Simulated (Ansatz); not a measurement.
# SnO2: further runs on the relaxed cell

One table from this session's results is given with a row withheld; the runs are named, their logs left out.

Program: Ansatz 0.2.0. Level of theory: DFT r2SCAN, scalar-relativistic, plane waves, PAW. These are calculated values, not measurements.

## The starting structure

The structure is tetragonal, space group I4_1/amd (No. 141). Conventional cell: a = 3.999 Å, b = 3.999 Å, c = 10.204 Å, α = 90.00°, β = 90.00°, γ = 90.00°. Around Sn (site symmetry -4m2) lie 6 O at 2.05 to 2.08 Å. Around O (site symmetry 2mm) lie 3 Sn at 2.05 to 2.08 Å.

As a file:

```xyz
6
Lattice="-1.9995 1.9995 5.1021 1.9995 -1.9995 5.1021 1.9995 1.9995 -5.1021" Properties=species:S:1:pos:R:3 pbc="T T T"
Sn    0.0000    1.9995    2.5510
Sn    0.0000    0.0000    0.0000
O     0.0000    0.0000    8.1263
O     0.0000    1.9995    4.6290
O     0.0000    0.0000    2.0779
O     0.0000    1.9995    0.4731
```

It goes back to an entry of the Materials Project, which need not be the stable form.

It is the result of an earlier relaxation at this level (volume 13.60 Å³/atom; gap on the mesh: 2.33 eV).

Set-up of the first run:

The input, input.yaml:

```yaml
crystal:
  lattice:
    - [-1.9793446774, 1.9793446774, 5.0505454169]
    - [1.9793446774, -1.9793446774, 5.0505454169]
    - [1.9793446774, 1.9793446774, -5.0505454169]
  atoms:
    - { symbol: Sn, position: [0.75, 0.25, 0.5] }
    - { symbol: Sn, position: [0.0, 0.0, 0.0] }
    - { symbol: O, position: [0.796366328, 0.796366328, 0.0] }
    - { symbol: O, position: [0.953633672, 0.453633672, 0.5] }
    - { symbol: O, position: [0.203633672, 0.203633672, 0.0] }
    - { symbol: O, position: [0.546366328, 0.046366328, 0.5] }
basis:
  ecutwfc: 500
kpoints:
  mp_grid: { grid: [10, 10, 10] }
hamiltonian:
  xc: r2scan
scf:
  occupations: { method: gaussian, width: 0.02 }
output:
  forces: true
  stress: true
  eigenvalues: true
  write_density: true
  write_potential: true
  elf: true
  volumetric_format: npy
relax:
  adjacent_minimum: "off"
  f_tol: 0.01
  max_steps: 30
  cell: { stress_tol: 0.1, fix: [volume] }
```

Run with:

```console
ansatz run input.yaml --threads 1 --pin off --max-ram 2560MiB --backend cpu --events-out ev --progress --plain --runs-dir out
```

Steps of the session up to this table: Volume × 0.97; The cell scaled to 1.03 of its volume; The cell scaled to 0.94 of its volume; Point at V/V0 = 1.06; The cell scaled to 0.91 of its volume; The cell scaled to 1.10 of its volume; Volume × 0.88.

One of the session's tables, all rows but one given; the rest of the session is left out.

It belongs to the step «Equation of state». 

| volume (Å³/atom) | energy above the lowest point (meV/atom) | pressure (GPa) | gap on the mesh (eV) |
| --- | --- | --- | --- |
| 11.967 | 120.4 | 25.48 | 3.41 |
| 12.375 | ? | ? | ? |
| 12.783 | 27.7 | 11.37 | 2.89 |
| 13.191 | 6.6 | 5.31 | 2.61 |
| 13.599 | 0.0 | 0.01 | 2.33 |
| 14.007 | 5.9 | -4.56 | 2.07 |
| 14.415 | 22.6 | -8.44 | 1.81 |
| 14.959 | 58.7 | -12.62 | 1.51 |

Estimate the missing values for volume (Å³/atom) = 12.375.

Worked estimate for «energy above the lowest point (meV/atom)». A straight line through the neighbours (11.967, 120.4) and (12.783, 27.7) gives 120.4 + (27.7 − 120.4) × (12.375 − 11.967) / (12.783 − 11.967) = 74.1; a parabola fitted to 3 rows on both sides gives 65.6.

The run gave: energy above the lowest point (meV/atom): 65.0; pressure (GPa): 18.11; gap on the mesh (eV): 3.16. In «energy above the lowest point (meV/atom)» the line misses by +9.1 and the parabola by +0.6.
